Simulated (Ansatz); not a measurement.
What does this script print? It uses the Ansatz DFT code, driven from Python.

The script, `scan_f2geh4sn.py`:
```python
"""Stretching a bond of F2GeH4Sn, the rest held rigid."""

import ansatz
from ase import Atoms
import matplotlib.pyplot as plt
import numpy as np

atoms = Atoms(["F", "Sn", "F", "Ge", "H", "H", "H", "H"], positions=[
    [1.4192, -2.1383, 0.8328],
    [1.2063, -0.3063, 0.0819],
    [1.9631, -0.2604, -1.7074],
    [-1.2232, 0.3577, -0.0704],
    [2.0481, 0.8264, 1.1011],
    [-1.9243, 0.3293, 1.3492],
    [-1.3985, 1.7772, -0.6522],
    [-1.9986, -0.6428, -0.9907],
])
mol = ansatz.Crystal.molecule_from_ase(atoms)

symbols = [site.symbol for site in mol.cartesian_sites]
start = np.array([site.position_ang for site in mol.cartesian_sites])
axis = (start[5] - start[3]) / np.linalg.norm(start[5] - start[3])
moving = [5]
lengths, energies = [1.35, 1.46, 1.58, 1.74, 1.98, 2.38, 2.85, 3.48], []
for length in lengths:
    xyz = start.copy()
    xyz[moving] += (length - np.linalg.norm(start[5] - start[3])) * axis
    point = ansatz.Crystal.molecule()
    for symbol, place in zip(symbols, xyz):
        point = point.atom(symbol, place.tolist())
    base = (
        point.calculation()
        .basis(gaussian="def2-SVP")
        .functional("pbe0")
        .spin("collinear")
    )
    data = base.run(threads=1).report
    energies.append(data["free_energy_ev"])
    print(f"r = {length:6.3f} A  E = {energies[-1]:.5f} eV  <S^2> = {abs(data['mean_field']['state']['spin_squared']):.3f}")

print("energy above the lowest point (eV):", [round(e - min(energies), 3) for e in energies])
plt.figure(figsize=(4.5, 3))
plt.plot(lengths, np.array(energies) - min(energies), "o-")
plt.xlabel("bond length (A)")
plt.ylabel("E - E(min) (eV)")
plt.tight_layout()
plt.savefig("scan.png", dpi=100)
```

```console
$ python scan_f2geh4sn.py
r =  1.350 A  E = -67825.59829 eV  <S^2> = 0.000
r =  1.460 A  E = -67825.94184 eV  <S^2> = 0.000
r =  1.580 A  E = -67825.98521 eV  <S^2> = 0.000
r =  1.740 A  E = -67825.73299 eV  <S^2> = 0.000
r =  1.980 A  E = -67825.05515 eV  <S^2> = 0.000
r =  2.380 A  E = -67823.79156 eV  <S^2> = 0.000
r =  2.850 A  E = -67822.80188 eV  <S^2> = 0.627
r =  3.480 A  E = -67822.47310 eV  <S^2> = 0.944
energy above the lowest point (eV): [0.387, 0.043, 0.0, 0.252, 0.93, 2.194, 3.183, 3.512]
```

Reading the output:
- The settings weren't tested for convergence.
- The rest of the molecule is held rigid at a force-field or estimated start geometry, and the basis set is modest; single-reference methods fail as a bond breaks.
- def2 sets replace the cores of elements past krypton by effective core potentials.
- The expectation value of S² is noticeably off S(S+1) in at least one run, so that state is spin-contaminated.
- Hardware and time: 75 s on 1 thread of Intel(R) Xeon(R) Processor @ 2.30GHz, on a shared host, peak memory 0.57 GiB.
